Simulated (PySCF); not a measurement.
# C2H8Ge (ethylgermane): the cost of one run

Computed with PySCF 2.14.0 and routines of our own; the level stands in each step. Atoms count from 0.

### 1 The starting structure

11 atoms, charge 0, multiplicity 1; geometry from: GFN2-xTB.

### 2 Optimising the geometry at PBE0-D3(BJ)/def2-SVP

What the job is given:

```
{"job": {"xc": "PBE0", "basis": "def2-SVP", "d3": "d3bj", "grid": 1, "maxiter": 30, "shake": 0.01, "kind": "geom"}, "charge": 0, "multiplicity": 1}
C     -1.366570     0.292440    -0.252310
C     -0.318760    -0.393870     0.557870
Ge     1.485120    -0.049470    -0.135090
H     -2.346230     0.115310     0.138760
H     -1.232560     1.388690    -0.254130
H     -1.363620    -0.008790    -1.295670
H     -0.357050    -0.066470     1.601260
H     -0.480880    -1.460260     0.552720
H      1.651480    -0.507530    -1.520390
H      2.546470    -0.745670     0.698710
H      1.820730     1.409790    -0.107380
```

Launch:

```sh
$ OMP_NUM_THREADS=1 python heavy_run.py task.json out
```

One launch serves the whole session: the jobs run in the order shown.

**Question.** How long does this first job take on 1 thread of Arm Neoverse V1, shared host, and how much memory does it need?

About 14 s, with a peak of 0.41 GiB.
